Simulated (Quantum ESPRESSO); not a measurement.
Wanted: the native input for a Quantum ESPRESSO 7.5 run.

* Task: relaxation of the atoms
* Functional: LDA
* Potentials or basis: PseudoDojo 0.4.1 SR LDA standard
* Cutoff: 1361 eV
* Density cutoff: 5442 eV
* k mesh: 8 × 8 × 8
* Occupations: gaussian, width 0.01 eV
* Spin: no spin polarisation
* Form of the LDA correlation: PW92
* Mixing beta: 0.5
* Most SCF iterations: 120
* SCF threshold: 4e-10 Ry
* Most ionic steps: 40
* Forc conv thr: 0.0001 Ry/bohr
* Etot conv thr: 1e-05 Ry
* Tstress: yes
* Ion dynamics: bfgs

GaP:

```xyz
2
Lattice="0.0000 2.7072 2.7072 2.6938 0.0135 2.6938 2.6938 2.6938 0.0135" Properties=species:S:1:pos:R:3 pbc="T T T"
Ga    0.0000    0.0000    0.0000
P     1.3469    1.3536    1.3536
```

The cell was built by a generator and isn't the measured one.

These files were run (other wordings do the same):

pw.in

```
&CONTROL
  calculation = 'relax'
  prefix = 'pwscf'
  outdir = './tmp'
  pseudo_dir = './pseudo'
  tprnfor = .true.
  tstress = .true.
  disk_io = 'low'
  nstep = 40
  forc_conv_thr = 0.0001
  etot_conv_thr = 1d-05
/
&SYSTEM
  ibrav = 0
  nat = 2
  ntyp = 2
  ecutwfc = 100
  nbnd = 15
  occupations = 'smearing'
  smearing = 'gaussian'
  degauss = 0.00073499
/
&ELECTRONS
  conv_thr = 4d-10
  electron_maxstep = 120
  mixing_beta = 0.5
/
&IONS
  ion_dynamics = 'bfgs'
/
ATOMIC_SPECIES
Ga    69.7230 Ga.upf
P     30.9738 P.upf
CELL_PARAMETERS angstrom
   0.0000000000    2.7072187500    2.7072187500
   2.6937500000    0.0134687500    2.6937500000
   2.6937500000    2.6937500000    0.0134687500
ATOMIC_POSITIONS crystal
Ga     0.0000000000    0.0000000000    0.0000000000
P      0.2500000000    0.2500000000    0.2500000000
K_POINTS automatic
8 8 8 0 0 0
```

Potentials or basis: PseudoDojo 0.4.1 SR LDA standard.

Run with:

```sh
$ OMP_NUM_THREADS=1 pw.x -in pw.in > pw.out
```

Results of the run:

| Property | Result |
| --- | --- |
| Energy gained by relaxing | 0.2 meV/atom |
| Ionic steps | 4 |
| Pressure after relaxing | 0.0 GPa |
| Band gap on the k mesh | 1.37 eV, indirect (least direct gap 1.85 eV) |

It took 3.4 min on 1 thread of Intel(R) Xeon(R) Platinum 8375C CPU @ 2.90GHz (Ice Lake), with other jobs on the host, peak memory 0.16 GiB.
